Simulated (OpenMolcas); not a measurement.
# SiBr3Cl (tribromochlorosilane) at FNO-MP2/ANO-RCC-VDZP (DKH2, RICD fitting, virtual fraction 0.8)

What is the energy change on altering one bond length of SiBr3Cl (tribromochlorosilane) at FNO-MP2/ANO-RCC-VDZP (DKH2, RICD fitting, virtual fraction 0.8)? 

The results are computed with OpenMolcas 26.06.

## 1. The molecule

SiBr3Cl has 5 atoms, charge 0, and is taken as a singlet. As SMILES, `Cl[Si](Br)(Br)Br`. The shape is that of a GFN2-xTB optimisation.

Bond lengths: Cl1–Si2 2.005 Å, Si2–Br3 2.204 Å, Si2–Br4 2.203 Å, Si2–Br5 2.204 Å. Angles: Cl1–Si2–Br3 111.6°, Cl1–Si2–Br4 112.5°, Cl1–Si2–Br5 112.0°, Br3–Si2–Br4 106.6°, Br3–Si2–Br5 107.6°, Br4–Si2–Br5 106.2°.

## 2. The energy at FNO-MP2/ANO-RCC-VDZP (DKH2, RICD fitting, virtual fraction 0.8)

The input, job.input:

```
&GATEWAY
 Coord
 5
 angstrom
 Cl      -0.784090      -0.180200       1.940390
 Si      -0.033890      -0.007670       0.088540
 Br       1.704550      -1.329530      -0.209680
 Br      -1.500670      -0.534960      -1.468170
 Br       0.614100       2.052350      -0.351080
 Basis = ANO-RCC-VDZP
 Group = NoSym
 RICD

&SEWARD

&SCF
 PrOrbitals = 1 1

&MBPT2
 FNOMP2 = 0.8
 DoMP2
 Frozen = 37
```

Command:

```console
$ export MOLCAS_MEM=1860
$ pymolcas job.input > job.log
```

Output, shortened:

```text
--- Start Module: gateway ---
[...]
--- Stop Module: gateway /rc=_RC_ALL_IS_WELL_ ---
[...]
      Basis functions          117
[...]
--- Start Module: scf ---
[...]
       Convergence after  11 Iterations
[...]
::    Total SCF energy                              -8563.6290285565
[...]
      Total spin, S                                     0.0000000000
[...]
      Total electronic charge=  136.000000
      Total            charge=   -0.000000
[...]
      Dipole Moment (debye):
      Origin of the operator (angstrom)=    0.1207    0.0277   -0.2996
                   X= -1.1187E-01               Y= -2.3688E-02               Z=  2.8875E-01           Total=  3.1056E-01
      Quadrupole Moment (debye*angstrom):
[...]
--- Stop Module: scf /rc=_RC_ALL_IS_WELL_ ---
[...]
--- Start Module: mbpt2 ---
[...]
WARNING!
Default frozen orbitals as non valence orbitals is overwritten by user input.
Default values:  49
[...]
       Reference weight ( Cref**2 )         =        0.78898
::    Total MBPT2 energy                            -8564.2235074782
[...]
--- Stop Module: mbpt2 /rc=_RC_ALL_IS_WELL_ ---
[...]
```

It took 17 s on 1 thread of Arm Neoverse V1, shared host; peak memory 0.25 GiB.

## 3. The distorted shape at the same level

The input, job.input:

```
&GATEWAY
 Coord
 5
 angstrom
 Cl      -0.848887      -0.386196       1.984351
 Si      -0.098687      -0.213666       0.132501
 Br       1.639753      -1.535526      -0.165719
 Br      -1.565467      -0.740956      -1.424209
 Br       0.614100       2.052350      -0.351080
 Basis = ANO-RCC-VDZP
 Group = NoSym
 RICD

&SEWARD

&SCF
 PrOrbitals = 1 1

&MBPT2
 FNOMP2 = 0.8
 DoMP2
 Frozen = 37
```

Command:

```console
$ export MOLCAS_MEM=1860
$ pymolcas job.input > job.log
```

Output, shortened:

```text
--- Start Module: gateway ---
[...]
--- Stop Module: gateway /rc=_RC_ALL_IS_WELL_ ---
[...]
      Basis functions          117
[...]
--- Start Module: scf ---
[...]
       Convergence after  11 Iterations
[...]
::    Total SCF energy                              -8563.6185208549
[...]
      Total spin, S                                     0.0000000000
[...]
      Total electronic charge=  136.000000
      Total            charge=   -0.000000
[...]
      Dipole Moment (debye):
      Origin of the operator (angstrom)=    0.0730   -0.1240   -0.2672
                   X= -4.2746E-01               Y= -1.1105E+00               Z=  4.4081E-01           Total=  1.2689E+00
      Quadrupole Moment (debye*angstrom):
[...]
--- Stop Module: scf /rc=_RC_ALL_IS_WELL_ ---
[...]
--- Start Module: mbpt2 ---
[...]
WARNING!
Default frozen orbitals as non valence orbitals is overwritten by user input.
Default values:  49
[...]
       Reference weight ( Cref**2 )         =        0.78666
::    Total MBPT2 energy                            -8564.2145967189
[...]
--- Stop Module: mbpt2 /rc=_RC_ALL_IS_WELL_ ---
[...]
```

It took 17 s on 1 thread of Arm Neoverse V1, shared host; peak memory 0.25 GiB.

## 4. Summary of results

At FNO-MP2/ANO-RCC-VDZP (DKH2, RICD fitting, virtual fraction 0.8), 37 core orbitals frozen:

| quantity | value |
| --- | --- |
| first shape: total energy | -8564.22351 Eh |
| first shape: dipole moment (mean-field density) | 0.31 D |
| first shape: HOMO energy (Hartree–Fock orbitals) | -11.49 eV |
| first shape: LUMO energy (Hartree–Fock orbitals) | 1.96 eV |
| first shape: HOMO–LUMO gap (Hartree–Fock orbitals) | 13.45 eV |
| first shape: correlation energy (37 core orbitals frozen) | -594.5 mEh |
| distorted shape: total energy | -8564.21460 Eh |
| distorted shape: dipole moment (mean-field density) | 1.27 D |
| distorted shape: HOMO energy (Hartree–Fock orbitals) | -11.44 eV |
| distorted shape: LUMO energy (Hartree–Fock orbitals) | 1.09 eV |
| distorted shape: HOMO–LUMO gap (Hartree–Fock orbitals) | 12.54 eV |
| distorted shape: correlation energy (37 core orbitals frozen) | -596.1 mEh |
| energy change with the Si2–Br5 bond stretched from 2.204 to 2.424 Å | 0.242 eV |

**Reading.** With the Si2–Br5 bond stretched from 2.204 to 2.424 Å the energy rises by 0.24 eV (5.6 kcal/mol). The first shape isn't relaxed at this level, so the change isn't measured from a minimum. Mulliken charges (first shape) of the mean-field density run from -0.20 on Cl1 to +0.77 on Si2; they depend strongly on the basis. Mulliken charges (distorted shape) of the mean-field density run from -0.27 on Br5 to +0.79 on Si2.
